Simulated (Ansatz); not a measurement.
The system is MoIr4.

```
CELL_PARAMETERS angstrom
1.37422 0.79341 11.30610
-1.37422 0.79341 11.30610
0.00000 -1.58681 11.30610
ATOMIC_POSITIONS crystal
Ir 0.60030 0.60030 0.60030
Ir 0.19932 0.19932 0.19932
Ir 0.80068 0.80068 0.80068
Ir 0.39970 0.39970 0.39970
Mo 0.00000 0.00000 0.00000
```

The cell comes from a database or a generator and needn't be the stable form of this composition.

Base run:

```yaml
Program: Ansatz 0.2.0
Functional: RPBE
Potentials_or_basis: Ansatz PAW
Cutoff: "420 eV (not typed: the program's choice for these potentials)"
k_mesh: 11 × 11 × 11
Occupations: fermi-dirac, width 0.05 eV
Spin: no spin polarisation
```

Its results: band gap on the k mesh none (metal or under the smearing width); pressure 2.3 GPa; largest force 0.067 eV/Å.

Problem. After a change of settings the same cell gave: band gap on the k mesh none (metal or under the smearing width); pressure 13.5 GPa; largest force 0.162 eV/Å. Which change was it?
A. functional from RPBE to r2SCAN; cutoff from 420 eV (not typed: the program's choice for these potentials) to 500 eV (not typed: the program's choice for these potentials)
B. functional from RPBE to PBE
C. functional from RPBE to BLYP
D. functional from RPBE to LDA

Solution. C.

Caveats: the PAW data sets come from PBE, with cores solved anew for the run's functional, which leaves a small shift of forces and pressure.
